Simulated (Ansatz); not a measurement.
# MgZn2: the cost of one run

Program: Ansatz 0.2.0. Level of theory: DFT PBEsol, scalar-relativistic, plane waves, PAW. These are calculated values, not measurements.

## 1. The structure to begin with

It takes space group Cmcm (No. 63, orthorhombic). The conventional cell has a = 4.976 Å, b = 8.071 Å, c = 5.288 Å, α = 90.00°, β = 90.00°, γ = 90.00°. Around Mg (site symmetry m2m) lie 9 Zn at 2.73 to 2.98 Å. Zn (site symmetry m2m) has 2 Zn at 2.64 Å and 5 Mg at 2.73 to 2.81 Å as nearest neighbours. Zn (site symmetry 2/m) has 4 Zn at 2.64 Å and 4 Mg at 2.98 Å as nearest neighbours.

Structure file:

```cif
data_structure
_symmetry_space_group_name_H-M 'Cmcm'
_symmetry_Int_Tables_number 63
_cell_length_a 4.9765
_cell_length_b 8.0713
_cell_length_c 5.2879
_cell_angle_alpha 90.000
_cell_angle_beta 90.000
_cell_angle_gamma 90.000
_cell_volume 212.40
loop_
_atom_site_label
_atom_site_type_symbol
_atom_site_symmetry_multiplicity
_atom_site_Wyckoff_symbol
_atom_site_fract_x
_atom_site_fract_y
_atom_site_fract_z
_atom_site_occupancy
Mg1 Mg 4 c 0.50000 0.87923 0.75000 1
Zn1 Zn 4 c 0.50000 0.78262 0.25000 1
Zn2 Zn 4 a 0.00000 0.00000 0.50000 1
```

The structure comes from the Materials Project (structure only).

(A quick probe on a coarse mesh, which set the mesh and smearing, is not shown.)

## 3. Full relaxation

File input.yaml:

```yaml
crystal:
  lattice:
    - [2.488235, -4.035647, 0.0]
    - [2.488235, 4.035647, 0.0]
    - [0.0, 0.0, 5.287896]
  atoms:
    - { symbol: Mg, position: [0.620767, 0.379233, 0.75] }
    - { symbol: Mg, position: [0.379233, 0.620767, 0.25] }
    - { symbol: Zn, position: [0.717377, 0.282623, 0.25] }
    - { symbol: Zn, position: [0.0, 0.0, 0.5] }
    - { symbol: Zn, position: [0.282623, 0.717377, 0.75] }
    - { symbol: Zn, position: [0.0, 0.0, 0.0] }
basis:
  ecutwfc: 420
kpoints:
  mp_grid: { grid: [8, 8, 8] }
hamiltonian:
  xc: pbesol
scf:
  occupations: { method: gaussian, width: 0.1 }
output:
  forces: true
  stress: true
  eigenvalues: true
  write_density: true
  write_potential: true
  elf: true
  volumetric_format: npy
relax:
  adjacent_minimum: "off"
  f_tol: 0.005
  max_steps: 80
  cell: { stress_tol: 0.05 }
```

Launch:

```
ansatz run input.yaml --threads 2 --pin off --max-ram 5120MiB --backend cpu --events-out ev --progress --plain --runs-dir out
```

What time and memory should one allow on 2 threads of Arm Neoverse V2, shared host?

About 1.8 min, with a peak of 0.62 GiB.
